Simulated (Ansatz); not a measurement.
**ClFH4SSi2: a ladder of functionals and wavefunction methods**

Aim: compute ClFH4SSi2 with functionals from several rungs and with coupled cluster, and see how far each lands from CCSD(T) at the basis-set limit for the atomisation energy.

Method: functionals in def2-TZVPP, the program's frozen cores in correlated methods; program: Ansatz 0.2.0, Gaussian basis.

Plan: PBE-D4, r2SCAN-D4, PBE0-D4, B3LYP-D4, ωB97X-V, ωB97M-V, B2PLYP; CCSD(T)/def2-TZVPP; MP2/def2-QZVPP; extrapolation to the limit.

**1. The relaxed structure**

An earlier PBE0-D4 in a triple-zeta def2 set relaxation fixed the geometry.

SMILES `F[SiH2]S[SiH2]Cl`, 9 atoms, charge 0, spin multiplicity 1.

Atoms are counted from 1 here; the program's logs count them from 0.

Bond lengths: F1–Si2 1.596 Å, Si2–S3 2.123 Å, Si2–H6 1.479 Å, Si2–H7 1.477 Å, S3–Si4 2.129 Å, Si4–Cl5 2.050 Å, Si4–H8 1.479 Å, Si4–H9 1.477 Å. Angles: F1–Si2–S3 110.7°, F1–Si2–H6 107.3°, F1–Si2–H7 108.0°, S3–Si2–H6 110.5°, S3–Si2–H7 107.1°, H6–Si2–H7 113.2°, Si2–S3–Si4 97.6°, S3–Si4–Cl5 111.8°, S3–Si4–H8 110.4°, S3–Si4–H9 106.9°, Cl5–Si4–H8 107.4°, Cl5–Si4–H9 108.1°, H8–Si4–H9 112.3°.

Geometry (Å):

```
F     1.32870   -1.29230   -1.65604
Si    1.35448    0.08259   -0.84679
S     0.84476   -0.23460    1.18996
Si   -1.27101   -0.17305    0.96539
Cl   -1.98045    1.75049    0.97097
H     0.37862    0.98896   -1.49022
H     2.73713    0.60176   -0.87306
H    -1.67098   -0.78736   -0.31918
H    -1.84726   -0.87886    2.12788
```

**2. PBE-D4 (GGA)**

File in.yaml:

```yaml
crystal:
  periodic: [false, false, false]
  atoms:
    - {symbol: F, position_ang: [1.328696, -1.292303, -1.656042]}
    - {symbol: Si, position_ang: [1.354484, 0.082586, -0.846791]}
    - {symbol: S, position_ang: [0.844764, -0.234603, 1.189962]}
    - {symbol: Si, position_ang: [-1.271007, -0.173054, 0.965387]}
    - {symbol: Cl, position_ang: [-1.980446, 1.750487, 0.970972]}
    - {symbol: H, position_ang: [0.378624, 0.988957, -1.490225]}
    - {symbol: H, position_ang: [2.737130, 0.601757, -0.873062]}
    - {symbol: H, position_ang: [-1.670984, -0.787365, -0.319181]}
    - {symbol: H, position_ang: [-1.847261, -0.878862, 2.127879]}
basis:
  gaussian: {orbitals: def2-TZVPP}
hamiltonian: {xc: pbe, dispersion: d4}
output: {forces: true, orbitals: {seedname: orbitals}}
```

Command:

```bash
ansatz run in.yaml --threads 4 --pin off --events-out ev --progress --plain --max-ram 10444MiB
```

Further steps of the session: r2SCAN-D4 (meta-GGA); PBE0-D4 (hybrid); B3LYP-D4 (hybrid); ωB97X-V (range-separated); ωB97M-V (range-separated); B2PLYP (double hybrid); CCSD(T) in def2-TZVPP; MP2 in def2-QZVPP.

Before running them: what should the planned runs give, taken together? Wanted: atomisation energy, CCSD(T)/CBS; farthest; mean size of error, hybrid; mean size of error, range-separated; gap, smallest and largest; T1 diagnostic; triples share of the correlation energy.

The runs gave:

| quantity | value |
| --- | --- |
| atomisation energy, CCSD(T)/CBS | 710.4 kcal/mol |
| functionals within 3.6 kcal/mol (0.5 %) | r2SCAN-D4, ωB97X-V, ωB97M-V |
| farthest | B2PLYP (-16.7 kcal/mol) |
| mean size of error, hybrid | 10.4 kcal/mol |
| mean size of error, range-separated | 1.9 kcal/mol |
| gap, smallest and largest | 5.70 eV (PBE-D4), 12.21 eV (ωB97X-V) |
| T1 diagnostic | 0.0111 |
| triples share of the correlation energy | 3.7 % |

In words: PBE-D4 misses by -4.1 kcal/mol. Double hybrids carry the basis error of their MP2 part in triple zeta, and no dispersion term here, so their miss is partly the set-up's. The reference freezes the cores and leaves out relativity and excitations past (T), so misses under about 3.6 kcal/mol can't be ranked. Hartree-Fock recovers 75 % of the binding; the rest is correlation. Orbital gaps span 5.7 to 12.2 eV; exact exchange widens them.
